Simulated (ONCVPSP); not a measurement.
# Pseudopotential generation for Co: ONCV, LDA (Perdew-Zunger)

Task: generate the file, and judge it by its errors in other configurations, its logarithmic derivatives, its ghosts and its cutoff.

Program: ONCVPSP 4.0.1. Reference atom: LDA (Perdew-Zunger), scalar-relativistic, spherical and spin-unpolarised. All values are calculated.

**1. The atom and the settings**

Typed settings, in words:

```json
{
  "element": "cobalt (Co, Z = 27)",
  "type": "optimised norm-conserving Vanderbilt (ONCV)",
  "frozen core": "[Ne]",
  "valence charge": "17",
  "reference configuration": "3s2 3p6 3d7 4s2",
  "partial waves": "3s+4s: rc 1.40 bohr, ncon 4, nbas 9, qcut 9 1/bohr, 2 projectors; 3p: rc 1.20 bohr, ncon 4, nbas 8, qcut 10.6 1/bohr, 2 projectors, debl 3.1 Ha; 3d: rc 0.95 bohr, ncon 4, nbas 9, qcut 15.2 1/bohr, 1 projector; f scattering state at 0.12 Ha: rc 1.35 bohr, ncon 3, nbas 8, qcut 7.1 1/bohr, 2 projectors, debl 3.2 Ha",
  "local potential": "polynomial inside 0.60 bohr (lpopt 3, dvloc0 -1 Ha)",
  "core correction": "polynomial model core, fcfact 0.7"
}
```

The nodes and maxima of the atom's own shells, from an earlier all-electron run, set the scale for the radii.

All-electron outer shells of the reference configuration (LDA (Perdew-Zunger), scalar-relativistic, ld1.x):

| shell | level (eV) | outermost node (bohr) | outermost maximum (bohr) |
| --- | --- | --- | --- |
| 2p | -769.46 | – | 0.17 |
| 3s | -101.87 | 0.31 | 0.67 |
| 3p | -65.51 | 0.28 | 0.68 |
| 3d | -8.46 | – | 0.66 |
| 4s | -5.68 | 0.96 | 2.29 |
| 4p | -1.39 | 1.05 | 3.21 |

**2. Generation**

File Co.dat:

```
# ATOM AND REFERENCE CONFIGURATION
# atsym  z   nc   nv     iexc    psfile
  Co 27.00    3    4        3      upf
#
#   n    l    f
    1    0    2.00
    2    0    2.00
    2    1    6.00
    3    0    2.00
    3    1    6.00
    3    2    7.00
    4    0    2.00
#
# PSEUDOPOTENTIAL AND OPTIMIZATION
# lmax
    3
#
#   l,   rc,      ep,       ncon, nbas, qcut
    0    1.40    0.00    4    9    9.00
    1    1.20    0.00    4    8   10.60
    2    0.95    0.00    4    9   15.20
    3    1.35    0.12    3    8    7.10
#
# LOCAL POTENTIAL
# lloc, lpopt,  rc(5),   dvloc0
    4    3    0.60   -1.00
#
# VANDERBILT-KLEINMAN-BYLANDER PROJECTORs
# l, nproj, debl
    0    2    1.00
    1    2    3.10
    2    1    2.80
    3    2    3.20
#
# MODEL CORE CHARGE
# icmod, fcfact, rcfact
    1    0.70    0.00
#
# LOG DERIVATIVE ANALYSIS
# epsh1, epsh2, depsh
   -5.00    5.00    0.04
#
# OUTPUT GRID
# rlmax, drl
    6.00    0.01
#
# TEST CONFIGURATIONS
# ncnf
    4
# nvcnf
#   n    l    f
    4
    3    0    2.00
    3    1    6.00
    3    2    7.00
    4    0    1.00
#
    4
    3    0    2.00
    3    1    6.00
    3    2    7.00
    4    0    0.00
#
    4
    3    0    2.00
    3    1    6.00
    3    2    6.00
    4    0    0.00
#
    4
    3    0    2.00
    3    1    6.00
    3    2    7.00
    4    0    1.50
#
```

Command:

```
$ oncvpsp.x < Co.dat > Co.out
```

Q: Predict the outcome of this session. Wanted: cutoffs for 1 and 0.1 mHa per electron, occupied waves; bound ghosts; GHOST(+) flags; largest test error; largest phase difference near zero energy, channels read; rms error of d²Exc/dn², without and with the model core.

**Answer**, as computed:

| quantity | value |
| --- | --- |
| cutoffs for 1 and 0.1 mHa per electron, occupied waves | 94 Ha and 106 Ha |
| bound ghosts | none found |
| GHOST(+) flags | f at 101 eV |
| largest test error (AE − PS) | -9.0 meV, for 3s2 3p6 3d6 4s0 |
| largest phase difference near zero energy, channels read | 0.001 rad |
| rms error of d²Exc/dn², without and with the model core | 3.04 and 1.28 mHa |

**Reading.** The worst unpolarised test, 3s2 3p6 3d6 4s0, is off by 9.0 meV on 62.6 eV; by total energies transferability rates as good. The potential is very hard: the looser tolerance needs 94 Ha. At the looser tolerance the 3d wave is the slowest; 3p needs 38 Ha. No bound ghost shows below the valence levels. Near zero energy the phases of the channels with partial waves agree within 0.001 rad. The program also flags highly localised states, GHOST(+) (f).
